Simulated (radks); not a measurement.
**The Coulomb parameter U of the 4d shell of Mo**

Aim: U as the second difference [E(n + 0.5) + E(n − 0.5) − 2E(n)]/0.5², with all orbitals relaxed. Bare: the atom's charge changes with n. Screened: the 5s shell takes up the change. The start is a model configuration, not necessarily the ground state.

Method: scalar-relativistic Kohn-Sham, BLYP, spin-unpolarised, spherical densities, finite nucleus. Code: radks (a radial shooting solver on a logarithmic mesh, Libxc functionals) version 1.

### 1 The atom as given

* element: molybdenum (Z = 42)
* charge: 0
* electrons: 42
* configuration: [Kr] 4d5 5s1
* nuclear rms radius: 4.4091 fm

Outer shells as boxes (Hund's rule):

Mo
```
[Kr] core
4d [↑ ][↑ ][↑ ][↑ ][↑ ]
5s [↑ ]
```

### 2 Start: [Kr] 4d5 5s1

The run's settings:

```text
Z 42
configuration [Kr] 4d5 5s1
relativity scalar-relativistic
functional b88,lyp
spin unpolarised
nucleus finite rms 4.4091 fm
c 137.035999084
```

### 3 Bare +0.5: [Kr] 4d5.5 5s1

Input: that of step 2 with these lines changed.

```diff
@@ -1,3 +1,3 @@
 Z 42
-configuration [Kr] 4d5 5s1
+configuration [Kr] 4d5.5 5s1
 relativity scalar-relativistic
```

### 4 Bare -0.5: [Kr] 4d4.5 5s1

Input: that of step 3 with these lines changed.

```diff
@@ -1,3 +1,3 @@
 Z 42
-configuration [Kr] 4d5.5 5s1
+configuration [Kr] 4d4.5 5s1
 relativity scalar-relativistic
```

### 5 Screened +0.5: [Kr] 4d5.5 5s0.5

Input: that of step 4 with these lines changed.

```diff
@@ -1,3 +1,3 @@
 Z 42
-configuration [Kr] 4d4.5 5s1
+configuration [Kr] 4d5.5 5s0.5
 relativity scalar-relativistic
```

### 6 Screened -0.5: [Kr] 4d4.5 5s1.5

Input: that of step 5 with these lines changed.

```diff
@@ -1,3 +1,3 @@
 Z 42
-configuration [Kr] 4d5.5 5s0.5
+configuration [Kr] 4d4.5 5s1.5
 relativity scalar-relativistic
```

**Question.** What will these runs give?

The runs gave:

```tsv
quantity	value (eV)
U, bare	7.689
U, screened by 5s	0.968
F0(4d,4d), frozen orbitals	12.519
```

**Reading.** Relaxing the orbitals brings U down to 61 % of the Slater integral F0. Letting 5s compensate leaves 13 % of the bare value; this second difference measures U(4d,4d) + U(5s,5s) − 2U(4d,5s). The step up makes a negative ion, whose loosely bound charge lowers the bare value. A solid screens further than the bare atom, so the bare value is an upper guide for the U of a crystal.
